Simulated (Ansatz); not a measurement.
**CH9BSSi2: one species, many methods**

The task here is to estimate one member of a computed series from the others.

Method: functionals in def2-TZVPP, the program's frozen cores in correlated methods; program: Ansatz 0.2.0, Gaussian basis.

Levels to be run: PBE-D4, r2SCAN-D4, PBE0-D4, B3LYP-D4, ωB97X-V, ωB97M-V, B2PLYP; CCSD(T)/def2-TZVPP; MP2/def2-QZVPP; extrapolation to the limit.

### Structure used throughout

All runs share one geometry, relaxed beforehand with PBE0-D4 in a triple-zeta def2 set.

14 atoms, charge 0, spin multiplicity 1.

Atoms are counted from 1 here; the program's logs count them from 0.

Bond lengths: B1–Si2 1.959 Å, B1–S5 2.043 Å, B1–H6 1.199 Å, B1–H7 1.194 Å, Si2–C3 1.872 Å, Si2–Si4 2.334 Å, Si2–S5 2.268 Å, C3–H8 1.091 Å, C3–H9 1.092 Å, C3–H10 1.094 Å, Si4–H11 1.489 Å, Si4–H12 1.488 Å, Si4–H13 1.489 Å, S5–H14 1.344 Å. Angles: Si2–B1–S5 69.0°, Si2–B1–H6 114.9°, Si2–B1–H7 121.4°, S5–B1–H6 105.3°, S5–B1–H7 110.7°, H6–B1–H7 120.6°, B1–Si2–C3 122.8°, B1–Si2–Si4 123.2°, B1–Si2–S5 57.3°, C3–Si2–Si4 113.9°, C3–Si2–S5 107.7°, Si4–Si2–S5 104.9°, Si2–C3–H8 112.3°, Si2–C3–H9 110.2°, Si2–C3–H10 109.2°, H8–C3–H9 109.2°, H8–C3–H10 108.2°, H9–C3–H10 107.8° and more.

Set-up of the first run:

in.yaml

```yaml
crystal:
  periodic: [false, false, false]
  atoms:
    - {symbol: B, position_ang: [-1.086322, 1.549037, -0.853033]}
    - {symbol: Si, position_ang: [-0.055590, 0.284001, 0.231119]}
    - {symbol: C, position_ang: [1.496405, 0.772752, 1.157385]}
    - {symbol: Si, position_ang: [-0.602402, -1.976549, 0.425252]}
    - {symbol: S, position_ang: [0.330467, 0.602231, -1.980552]}
    - {symbol: H, position_ang: [-0.722957, 2.689267, -0.780099]}
    - {symbol: H, position_ang: [-2.183489, 1.284197, -1.243697]}
    - {symbol: H, position_ang: [2.309952, 0.061584, 1.004818]}
    - {symbol: H, position_ang: [1.824685, 1.765932, 0.844531]}
    - {symbol: H, position_ang: [1.276920, 0.815047, 2.228371]}
    - {symbol: H, position_ang: [-1.573262, -2.321726, -0.648957]}
    - {symbol: H, position_ang: [-1.231331, -2.251218, 1.746028]}
    - {symbol: H, position_ang: [0.596023, -2.849736, 0.288854]}
    - {symbol: H, position_ang: [-0.391996, -0.454020, -2.391119]}
basis:
  gaussian: {orbitals: def2-TZVPP}
hamiltonian: {xc: pbe, dispersion: d4}
output: {forces: true, orbitals: {seedname: orbitals}}
```

On the command line:

```console
$ ansatz run in.yaml --threads 4 --pin off --events-out ev --progress --plain --max-ram 10444MiB
```

Steps of the session up to this table: PBE-D4 (GGA); r2SCAN-D4 (meta-GGA); PBE0-D4 (hybrid); B3LYP-D4 (hybrid); ωB97X-V (range-separated); ωB97M-V (range-separated); B2PLYP (double hybrid); CCSD(T) in def2-TZVPP; MP2 in def2-QZVPP.

One table of the session follows, with a row left open; its other results are not shown here.

| method | atomisation energy (kcal/mol) |
| --- | --- |
| PBE-D4 | 1104.3 |
| r2SCAN-D4 | 1103.0 |
| PBE0-D4 | 1097.1 |
| B3LYP-D4 | 1094.8 |
| ωB97X-V | 1102.3 |
| ωB97M-V | 1099.2 |
| B2PLYP | 1078.5 |
| HF/def2-TZVPP | 823.6 |
| MP2/def2-TZVPP | ? |
| CCSD/def2-TZVPP | 1052.9 |
| CCSD(T)/def2-TZVPP | 1067.0 |
| MP2/CBS | 1096.1 |
| CCSD(T)/CBS | 1093.4 |

Q: Estimate the row for MP2/def2-TZVPP from the others.

The run gave: atomisation energy (kcal/mol): 1069.8. In the column «atomisation energy (kcal/mol)» it lies between CCSD(T)/def2-TZVPP (1067.0) and B2PLYP (1078.5).
